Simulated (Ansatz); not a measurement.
# La2Co2I (P6_3/mmc): the equilibrium volume

At what volume is La2Co2I (P6_3/mmc) free of pressure?

Method: DFT PBEsol, scalar-relativistic, plane waves, PAW, in Ansatz 0.2.0.

1 further run of the same task is left out (it didn't finish).

## Step 1: The system as given

It takes space group P6_3/mmc (No. 194, hexagonal). The conventional cell has a = 4.050 Å, b = 4.050 Å, c = 17.991 Å, α = 90.00°, β = 90.00°, γ = 120.00°. Around Co (site symmetry 3m) lie 3 Co at 2.34 Å and 6 La at 2.99 Å. Around I (site symmetry -6m2) lie 6 La at 3.52 Å. La (site symmetry 3m) has 6 Co at 2.99 Å and 3 I at 3.52 Å in its first shell of neighbours.

Coordinates:

```cif
data_structure
_symmetry_space_group_name_H-M 'P 1'
_symmetry_Int_Tables_number 1
_cell_length_a 4.0497
_cell_length_b 4.0497
_cell_length_c 17.9914
_cell_angle_alpha 90.000
_cell_angle_beta 90.000
_cell_angle_gamma 120.000
_cell_volume 255.53
loop_
_atom_site_label
_atom_site_type_symbol
_atom_site_fract_x
_atom_site_fract_y
_atom_site_fract_z
_atom_site_occupancy
Co1 Co 0.66667 0.33333 0.00022 1
Co2 Co 0.33333 0.66667 0.99978 1
Co3 Co 0.33333 0.66667 0.50022 1
Co4 Co 0.66667 0.33333 0.49978 1
I1 I 0.66667 0.33333 0.75000 1
I2 I 0.33333 0.66667 0.25000 1
La1 La 0.00000 0.00000 0.60346 1
La2 La 0.00000 0.00000 0.39654 1
La3 La 0.00000 0.00000 0.10346 1
La4 La 0.00000 0.00000 0.89654 1
```

Starting moments: Co 3.00 μB.

## Step 2: At the starting volume (PBEsol, 6×6×1 mesh)

The input, input.yaml:

```yaml
crystal:
  lattice:
    - [4.04972815, 0.0, 0.0]
    - [-2.02486407, 3.50716746, 0.0]
    - [0.0, 0.0, 17.99144497]
  atoms:
    - { symbol: Co, position: [0.6666666667, 0.3333333333, 0.00022191], spin: 3.0 }
    - { symbol: Co, position: [0.3333333333, 0.6666666667, 0.99977809], spin: 3.0 }
    - { symbol: Co, position: [0.3333333333, 0.6666666667, 0.50022191], spin: 3.0 }
    - { symbol: Co, position: [0.6666666667, 0.3333333333, 0.49977809], spin: 3.0 }
    - { symbol: I, position: [0.6666666667, 0.3333333333, 0.75] }
    - { symbol: I, position: [0.3333333333, 0.6666666667, 0.25] }
    - { symbol: La, position: [0.0, 0.0, 0.60345929] }
    - { symbol: La, position: [0.0, 0.0, 0.39654071] }
    - { symbol: La, position: [0.0, 0.0, 0.10345929] }
    - { symbol: La, position: [0.0, 0.0, 0.89654071] }
basis:
  ecutwfc: 420
kpoints:
  mp_grid: { grid: [6, 6, 1] }
hamiltonian:
  xc: pbesol
scf:
  occupations: { method: gaussian, width: 0.1 }
  lower_state_search: "off"
output:
  forces: true
  stress: true
  eigenvalues: true
  populations: true
magnetization:
  spin_polarized: true
```

Command:

```console
$ ansatz run input.yaml --threads 8 --pin off --max-ram 14336MiB --backend cpu --events-out ev --progress --plain --runs-dir out
```

After this run come: Relaxing cell and atoms.

Before running it: what results should come out? Wanted: volume; pressure; conventional cell; gap on the mesh.

**Answer**, as computed:

```
         quantity                                                                        value
           volume                                                               24.201 Å³/atom
         pressure                                                                    -0.01 GPa
conventional cell  a = 3.976 Å, b = 3.976 Å, c = 17.674 Å, α = 90.00°, β = 90.00°, γ = 120.00°
  gap on the mesh                                                                 none (metal)
```

What this shows: Over the 2 runs shown the cell moved from 25.55 to 24.20 Å³/atom, a change of -5.3 %, where the pressure is zero within 0.01 GPa. Spin polarisation wasn't allowed in this run. No dispersion term is included, so distances between weakly bound layers or units are the least certain numbers.
